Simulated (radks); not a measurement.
# K⁺ inside a hard spherical wall

One table from this session's results is given with a row withheld; the runs are named, their logs left out.

The numbers are computed with radks (a radial shooting solver on a logarithmic mesh, Libxc functionals) version 1 (non-relativistic Kohn-Sham, LDA (Slater exchange, Perdew-Wang correlation), spin-unpolarised, spherical densities, point nucleus), except any that are marked as measured or tabulated.

## What is computed

| Quantity | Value |
| --- | --- |
| element | potassium (Z = 19) |
| charge | +1 |
| electrons | 18 |
| configuration | [Ar] |

The outer shells:

K⁺
```
[Ne] core
3s [↑↓]
3p [↑↓][↑↓][↑↓]
```

Set-up of the first run:

Settings of this run:

```text
Z 19
configuration [Ar] 4s0 3d0 4p0
relativity non-relativistic
functional lda,pw
spin unpolarised
nucleus point
```

Steps of the session up to this table: The free atom; Wall at 15 bohr; Wall at 12 bohr; Wall at 8 bohr; Wall at 6 bohr; Wall at 5 bohr; Wall at 4 bohr; Wall at 3.5 bohr; Wall at 2.5 bohr; Wall at 2 bohr; Wall at 1.5 bohr.

One of the session's tables, all rows but one given; the rest of the session is left out.

| R (bohr) | E − E(free) (eV) | ε(4s, empty) (eV) | ε(3d, empty) (eV) | ε(4p, empty) (eV) | pressure (GPa) |
| --- | --- | --- | --- | --- | --- |
| free | 0.000 | -6.090 | -3.940 | -3.640 | 0 |
| 15 | 0.000 | -6.089 | -3.939 | -3.635 | < 0.0001 |
| 12 | 0.000 | -6.086 | -3.936 | -3.595 | < 0.0001 |
| 8 | 0.000 | -5.884 | -3.844 | -2.954 | 0.000154 |
| 6 | ? | ? | ? | ? | ? |
| 5 | 0.081 | -2.480 | -2.874 | 2.511 | 0.678 |
| 4 | 0.906 | 4.266 | -1.067 | 11.191 | 11.7 |
| 3.5 | 3.004 | 12.332 | 1.170 | 20.674 | 50.6 |
| 2.5 | 33.876 | 61.985 | 15.573 | 73.534 | 1152 |
| 2 | 119.43 | 140.53 | 38.194 | 151.63 | 6643 |
| 1.5 | 461.25 | 352.99 | 96.366 | 352.70 | 50412 |

Q: Estimate the row for R (bohr) = 6 from the others.

Worked estimate for «E − E(free) (eV)». A straight line through the neighbours (8, 0.000) and (5, 0.081) gives 0.000 + (0.081 − 0.000) × (6 − 8) / (5 − 8) = 0.054; a parabola fitted to 4 rows on both sides gives 0.155.

**Answer.** E − E(free) (eV): 0.007; ε(4s, empty) (eV): -4.731; ε(3d, empty) (eV): -3.485; ε(4p, empty) (eV): -0.827; pressure (GPa): 0.0409. In «E − E(free) (eV)» the line misses by +0.047 and the parabola by +0.148. Between these rows the values bend or scatter more than so simple an estimate can follow.

In words: At the tightest wall, 1.5 bohr, the energy stands 461.25 eV above the free atom and the pressure, −dE/dV, is 50412 GPa. From R = 2 bohr inwards the highest occupied level lies above zero, pushed up by confinement. Shells are not refilled when levels cross, and a hard wall is a model, not a crystal.
